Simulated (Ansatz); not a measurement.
# H9O4F: the cost of one run

Program: Ansatz 0.2.0. Level of theory: DFT PBEsol, plane waves, PAW, scalar-relativistic, no spin polarisation. These are calculated values, not measurements.

## (1) The structure to begin with

The cell holds 14 atoms (FH9O4): a = 5.360 Å, b = 5.360 Å, c = 5.360 Å, α = 90.00°, β = 90.00°, γ = 90.00°.

Coordinates:

```xyz
14
Lattice="5.3601 0.0000 0.0000 0.0000 5.3601 0.0000 0.0000 0.0000 5.3601" Properties=species:S:1:pos:R:3 pbc="T T T"
O     1.8937    4.8819    2.2444
H     0.9879    4.8917    1.9014
H     2.4265    5.2180    1.5087
O     4.2678    1.1929    1.3382
H     4.5249    1.3250    0.4138
H     4.5905    1.9882    1.7871
O     3.5802   -0.2141    4.2376
H     3.5788   -0.2196    3.2691
H     3.0764    0.5804    4.4681
O     0.5190    2.0544    3.7982
H     0.3649    2.9795    3.5561
H     0.5801    1.5965    2.9469
F     2.9134    2.8682    4.8740
H     2.4624    2.0615    4.7395
```

## (2) Preparing the start

Input file input.yaml:

```yaml
accuracy: low
crystal:
  lattice:
    - [5.360108, 0.0, 0.0]
    - [0.0, 5.360108, 0.0]
    - [0.0, 0.0, 5.360108]
  atoms:
    - { symbol: O, position: [0.3532891, 0.9107778, 0.4187266] }
    - { symbol: H, position: [0.1843109, 0.912608, 0.3547338] }
    - { symbol: H, position: [0.4526921, 0.973497, 0.2814772] }
    - { symbol: O, position: [0.7962082, 0.2225514, 0.2496539] }
    - { symbol: H, position: [0.8441816, 0.2471928, 0.0771912] }
    - { symbol: H, position: [0.8564187, 0.3709184, 0.3334034] }
    - { symbol: O, position: [0.6679307, -0.0399347, 0.7905835] }
    - { symbol: H, position: [0.6676682, -0.0409659, 0.6098878] }
    - { symbol: H, position: [0.5739472, 0.1082869, 0.8335895] }
    - { symbol: O, position: [0.0968224, 0.3832727, 0.7086078] }
    - { symbol: H, position: [0.0680765, 0.5558592, 0.6634456] }
    - { symbol: H, position: [0.1082315, 0.2978438, 0.5497878] }
    - { symbol: F, position: [0.543525, 0.5350976, 0.9093027] }
    - { symbol: H, position: [0.4593931, 0.3846026, 0.8842205] }
basis:
  ecutwfc: 420.0
kpoints:
  mp_grid: { grid: [1, 1, 1] }
hamiltonian:
  xc: pbesol
scf:
  occupations: { method: fermi_dirac, width: 0.02 }
  lower_state_search: "off"
relax:
  f_tol: 0.3
  max_steps: 15
  adjacent_minimum: "off"
```

The run is started by

```console
$ ansatz run input.yaml --threads 1 --pin off --max-ram 3072MiB --backend cpu --events-out ev --progress --plain --runs-dir out
```

**Question.** How long does this run take on 1 thread of Arm Neoverse V1, shared host, and how much memory does it need?

About 13 s, with a peak of 0.29 GiB.
